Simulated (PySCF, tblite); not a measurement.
# C6H3F3: dynamics, then NMR shifts on frames, part 2 of 2

tblite 0.8.0 and PySCF 2.14.0. Atoms count from 0. Earlier steps stand in the parts before.

## (5) Nuclear shieldings: 625 fs, PBE0/pcSseg-1

What the job is given:

```
{"job": {"kind": "nmr", "xc": "PBE0", "basis": "pcSseg-1", "pop": false}, "charge": 0, "multiplicity": 1}
C     -3.244200     0.731400     1.033300
C     -2.254100     0.305500     0.479400
C     -1.369800    -0.687600    -0.183900
C     -0.741200    -1.677600     0.749100
C      0.044700    -0.714700     0.340700
C      1.356600    -0.126500     0.549300
F      1.288900     1.246000     0.543500
F      1.926600    -0.521200     1.676000
F      2.381800    -0.399700    -0.271800
H     -4.120200     1.299300     1.284900
H     -1.504700    -0.863800    -1.247100
H     -1.009000    -2.626600     1.129800
```

With the program's defaults for keys left out, this is: GIAO PBE0/pcSseg-1 NMR shielding, non-relativistic, gas phase.

The program printed:

```text
coarse grid: 11640 points
cycle   1  E = -528.9481684662  dE =  1.714e+00  |g| = 9.390e-01  |ddm| = 3.382e+00
cycle   2  E = -528.7715768928  dE =  1.766e-01  |g| = 1.442e+00  |ddm| = 1.476e+00
cycle   3  E = -529.1002403994  dE = -3.287e-01  |g| = 1.599e-01  |ddm| = 9.227e-01
cycle   4  E = -529.1045721226  dE = -4.332e-03  |g| = 9.082e-02  |ddm| = 2.233e-01
cycle   5  E = -529.1064290192  dE = -1.857e-03  |g| = 2.589e-02  |ddm| = 8.981e-02
cycle   6  E = -529.1065583751  dE = -1.294e-04  |g| = 9.266e-03  |ddm| = 2.438e-02
cycle   7  E = -529.1065777807  dE = -1.941e-05  |g| = 2.772e-03  |ddm| = 8.568e-03
cycle   8  E = -529.1065796189  dE = -1.838e-06  |g| = 5.707e-04  |ddm| = 3.089e-03
final grid: 118176 points
cycle   9  E = -529.1801690749  dE = -4.241e-05  |g| = 6.438e-03  |ddm| = 3.146e-02
cycle  10  E = -529.1801638858  dE =  5.189e-06  |g| = 8.704e-03  |ddm| = 1.340e-02
cycle  11  E = -529.1801779080  dE = -1.402e-05  |g| = 1.601e-03  |ddm| = 7.017e-03
cycle  12  E = -529.1801784022  dE = -4.942e-07  |g| = 6.733e-04  |ddm| = 1.418e-03
cycle  13  E = -529.1801785097  dE = -1.074e-07  |g| = 1.616e-04  |ddm| = 5.899e-04
cycle  14  E = -529.1801785148  dE = -5.088e-09  |g| = 3.801e-05  |ddm| = 1.525e-04
cycle  15  E = -529.1801785150  dE = -2.442e-10  |g| = 1.132e-05  |ddm| = 3.744e-05
converged SCF energy = -529.1801785150

GIAO shielding tensors (ppm)
atom      isotropic    diamagn.    paramagn.     s11        s22        s33       span
  0 C      107.355     260.539    -153.185     20.288     40.439    261.336    241.048
  1 C       86.906     257.726    -170.820    -27.899     -2.225    290.843    318.742
  2 C      168.014     244.173     -76.160    134.154    139.712    230.174     96.020
  3 C       54.735     255.522    -200.787    -79.492     65.293    178.405    257.896
  4 C       63.833     254.170    -190.337    -73.084    103.869    160.713    233.797
  5 C       55.796     232.583    -176.786     41.042     55.340     71.007     29.965
  6 F      231.261     475.035    -243.774    138.112    203.541    352.131    214.019
  7 F      228.314     470.936    -242.622    160.849    210.823    313.269    152.420
  8 F      227.109     471.353    -244.244    142.997    211.996    326.334    183.337
  9 H       29.386      30.510      -1.124     23.853     24.674     39.632     15.779
 10 H       28.686      27.682       1.004     22.698     26.802     36.559     13.861
 11 H       23.931      31.549      -7.617     20.625     24.320     26.849      6.223
```

It took 16 s on 1 thread of Arm Neoverse V1, shared host; peak memory 0.76 GiB.

This run: δ C3 132.2, C5 131.1, C4 123.1, C1 100.0, H11 7.79, H10 3.03 ppm.

## (6) Shielding tensors: 800 fs, PBE0/pcSseg-1

What the job is given:

```
{"job": {"kind": "nmr", "xc": "PBE0", "basis": "pcSseg-1", "pop": false}, "charge": 0, "multiplicity": 1}
C     -2.772400     1.390700     0.459300
C     -2.299800     0.339500     0.117600
C     -1.396800    -0.658100    -0.355700
C     -0.957800    -1.627200     0.742600
C     -0.093200    -0.682700     0.399400
C      1.258400    -0.055100     0.289000
F      1.085000     1.161300    -0.172900
F      1.873200     0.066400     1.480900
F      2.014300    -0.665300    -0.577200
H     -3.329900     2.199700     0.826000
H     -1.264600    -1.029300    -1.341900
H     -1.291700    -2.462200     1.249900
```

Level: GIAO PBE0/pcSseg-1 NMR shielding, non-relativistic, gas phase.

The program printed:

```text
coarse grid: 11640 points
cycle   1  E = -528.9612235343  dE =  1.839e+00  |g| = 9.164e-01  |ddm| = 3.448e+00
cycle   2  E = -528.8248476765  dE =  1.364e-01  |g| = 1.334e+00  |ddm| = 1.444e+00
cycle   3  E = -529.1062652683  dE = -2.814e-01  |g| = 1.521e-01  |ddm| = 8.578e-01
cycle   4  E = -529.1102433374  dE = -3.978e-03  |g| = 8.324e-02  |ddm| = 2.210e-01
cycle   5  E = -529.1118442062  dE = -1.601e-03  |g| = 1.979e-02  |ddm| = 8.167e-02
cycle   6  E = -529.1119281105  dE = -8.390e-05  |g| = 2.901e-03  |ddm| = 2.227e-02
cycle   7  E = -529.1119297692  dE = -1.659e-06  |g| = 9.689e-04  |ddm| = 3.842e-03
final grid: 118176 points
cycle   8  E = -529.1853095544  dE = -4.379e-05  |g| = 5.759e-03  |ddm| = 3.901e-02
cycle   9  E = -529.1853081293  dE =  1.425e-06  |g| = 6.907e-03  |ddm| = 1.279e-02
cycle  10  E = -529.1853169845  dE = -8.855e-06  |g| = 1.012e-03  |ddm| = 5.853e-03
cycle  11  E = -529.1853171466  dE = -1.621e-07  |g| = 3.917e-04  |ddm| = 9.877e-04
cycle  12  E = -529.1853171770  dE = -3.042e-08  |g| = 1.726e-04  |ddm| = 4.052e-04
cycle  13  E = -529.1853171837  dE = -6.670e-09  |g| = 3.692e-05  |ddm| = 1.628e-04
cycle  14  E = -529.1853171839  dE = -2.308e-10  |g| = 1.669e-05  |ddm| = 4.574e-05
converged SCF energy = -529.1853171839

GIAO shielding tensors (ppm)
atom      isotropic    diamagn.    paramagn.     s11        s22        s33       span
  0 C      112.089     255.795    -143.706     36.140     44.050    256.078    219.938
  1 C       93.620     264.358    -170.738    -10.961      1.142    290.680    301.641
  2 C      178.931     247.811     -68.880    147.001    148.372    241.419     94.417
  3 C       63.319     255.371    -192.052    -63.525     78.951    174.531    238.056
  4 C       57.886     257.772    -199.887    -73.897     96.853    150.701    224.598
  5 C       60.717     239.164    -178.446     50.648     59.025     72.480     21.832
  6 F      256.430     475.556    -219.125    183.676    249.419    336.195    152.519
  7 F      249.442     471.928    -222.485    174.013    233.333    340.982    166.969
  8 F      256.467     471.776    -215.308    203.589    247.035    318.779    115.190
  9 H       30.468      31.218      -0.750     24.995     25.493     40.916     15.921
 10 H       29.858      29.727       0.131     22.971     27.908     38.696     15.724
 11 H       24.680      33.735      -9.054     20.793     25.206     28.042      7.249
```

Wall time 17 s (1 thread of Arm Neoverse V1, shared host); peak memory 0.74 GiB.

This run: δ C4 129.0, C5 126.2, C3 123.6, C1 93.3, H11 7.04, H10 1.86 ppm.

## (7) Nuclear shieldings: 1000 fs, PBE0/pcSseg-1

What the job is given:

```
{"job": {"kind": "nmr", "xc": "PBE0", "basis": "pcSseg-1", "pop": false}, "charge": 0, "multiplicity": 1}
C     -3.458500     0.270800     1.315200
C     -2.419000    -0.155400     0.857600
C     -1.283800    -0.717900     0.098900
C     -0.491500    -1.793200     0.748800
C      0.142200    -0.706000     0.563700
C      1.459200    -0.059800     0.156000
F      1.338800     1.285400     0.133200
F      2.477700    -0.404600     0.902400
F      1.712700    -0.607000    -1.038500
H     -4.289500     0.840000     1.743200
H     -1.379200    -0.805200    -0.997000
H     -0.535000    -2.786800     1.160100
```

With the program's defaults for keys left out, this is: GIAO PBE0/pcSseg-1 NMR shielding, non-relativistic, gas phase.

The program printed:

```text
coarse grid: 11640 points
cycle   1  E = -528.9588142410  dE =  1.731e+00  |g| = 9.277e-01  |ddm| = 3.417e+00
cycle   2  E = -528.8118011622  dE =  1.470e-01  |g| = 1.371e+00  |ddm| = 1.424e+00
cycle   3  E = -529.1109440722  dE = -2.991e-01  |g| = 1.343e-01  |ddm| = 8.483e-01
cycle   4  E = -529.1139006032  dE = -2.957e-03  |g| = 7.601e-02  |ddm| = 1.786e-01
cycle   5  E = -529.1152001478  dE = -1.300e-03  |g| = 1.993e-02  |ddm| = 6.923e-02
cycle   6  E = -529.1152819965  dE = -8.185e-05  |g| = 4.669e-03  |ddm| = 2.030e-02
cycle   7  E = -529.1152851784  dE = -3.182e-06  |g| = 2.834e-03  |ddm| = 5.080e-03
final grid: 118176 points
cycle   8  E = -529.1898003967  dE = -3.496e-05  |g| = 7.710e-03  |ddm| = 4.086e-02
cycle   9  E = -529.1897671383  dE =  3.326e-05  |g| = 1.431e-02  |ddm| = 1.493e-02
cycle  10  E = -529.1898128208  dE = -4.568e-05  |g| = 2.224e-03  |ddm| = 9.990e-03
cycle  11  E = -529.1898140216  dE = -1.201e-06  |g| = 4.449e-04  |ddm| = 2.093e-03
cycle  12  E = -529.1898140524  dE = -3.082e-08  |g| = 1.640e-04  |ddm| = 4.100e-04
cycle  13  E = -529.1898140567  dE = -4.338e-09  |g| = 7.356e-05  |ddm| = 1.827e-04
cycle  14  E = -529.1898140580  dE = -1.258e-09  |g| = 1.191e-05  |ddm| = 6.847e-05
cycle  15  E = -529.1898140580  dE = -2.751e-11  |g| = 4.211e-06  |ddm| = 1.245e-05
converged SCF energy = -529.1898140580

GIAO shielding tensors (ppm)
atom      isotropic    diamagn.    paramagn.     s11        s22        s33       span
  0 C      113.235     261.950    -148.715     32.897     40.911    265.896    232.999
  1 C       92.806     255.622    -162.816    -10.882      0.001    289.298    300.179
  2 C      172.444     243.356     -70.912    139.947    140.079    237.306     97.359
  3 C       64.138     257.844    -193.706    -59.101     80.575    170.939    230.041
  4 C       58.182     254.817    -196.635    -76.829     99.911    151.464    228.293
  5 C       56.936     238.465    -181.530     41.780     55.744     73.284     31.504
  6 F      251.869     473.808    -221.939    166.685    239.366    349.554    182.869
  7 F      261.525     468.307    -206.782    198.639    263.430    322.505    123.866
  8 F      232.919     473.928    -241.009    167.243    207.367    324.147    156.904
  9 H       28.904      31.070      -2.165     23.594     23.996     39.123     15.529
 10 H       28.823      27.627       1.196     21.386     28.389     36.693     15.306
 11 H       24.283      31.626      -7.343     21.715     24.456     26.679      4.964
```

Wall time 16 s (1 thread of Arm Neoverse V1, shared host); peak memory 0.76 GiB.

Key values: δ C5 130.0, C4 128.7, C3 122.8, C1 94.1, H11 7.43, H10 2.89 ppm.

## (8) Side by side: NMR shifts

Shifts (ppm) of some atoms, chosen among heavy atoms and hydrogens apart, with basis size and wall time:

```
  frame     C4     C3   H10    H9     F7     F6     F8  functions  time
 250 fs  131.8  120.1  2.48  2.17  -68.6  -74.2  -85.1        168  23 s
 425 fs  147.4  129.1  3.60  2.81  -67.3  -66.3  -84.1        168  16 s
 625 fs  123.1  132.2  3.03  2.33  -57.4  -60.3  -56.2        168  16 s
 800 fs  129.0  123.6  1.86  1.25  -78.5  -85.5  -85.5        168  17 s
1000 fs  128.7  122.8  2.89  2.81  -90.6  -80.9  -62.0        168  16 s
```

## (9) Outcome

What follows sums up all 2 parts.

| quantity | value |
| --- | --- |
| thermostat | 400 K |
| mean temperature, second half | 390 K |
| mean potential energy above the minimum | 0.50 eV |
| 13C shifts against TMS (PBE0/pcSseg-1, 250 fs) | 131.8, 128.3, 120.1, 99.8, 72.7, 19.3 ppm |
| 1H shifts against TMS (PBE0/pcSseg-1, 250 fs) | 7.26, 2.48, 2.17 ppm |
| 19F shifts against CFCl3 (PBE0/pcSseg-1, 250 fs) | -68.6, -74.2, -85.1 ppm |
| surface potential, 1st and 99th percentile | -0.77 V and 1.52 V |
| range of the shift of F7 | -90.6 to -57.4 ppm |

In words: In the second half the potential energy averages 0.50 eV above the minimum; equipartition over 30 harmonic modes at 400 K would give 0.52 eV. With 12 atoms the temperature swings widely (230 to 709 K). Shifts at one fixed geometry are not the observed spectrum, which averages over the motion. In the first frame run (250 fs): The widest tensor belongs to C1: span 300 ppm, with a paramagnetic part of -175 ppm. At PBE0/pcSseg-1, counted by nearest atom on the grid, the HOMO lies on C0 39 %; C1 29 %, the LUMO on C3, C4 about 34 % each; H11 10 %. In ppm, F7 moves most: its shift spreads over 33.2 ppm, from -90.6 (1000 fs) to -57.4 (625 fs).
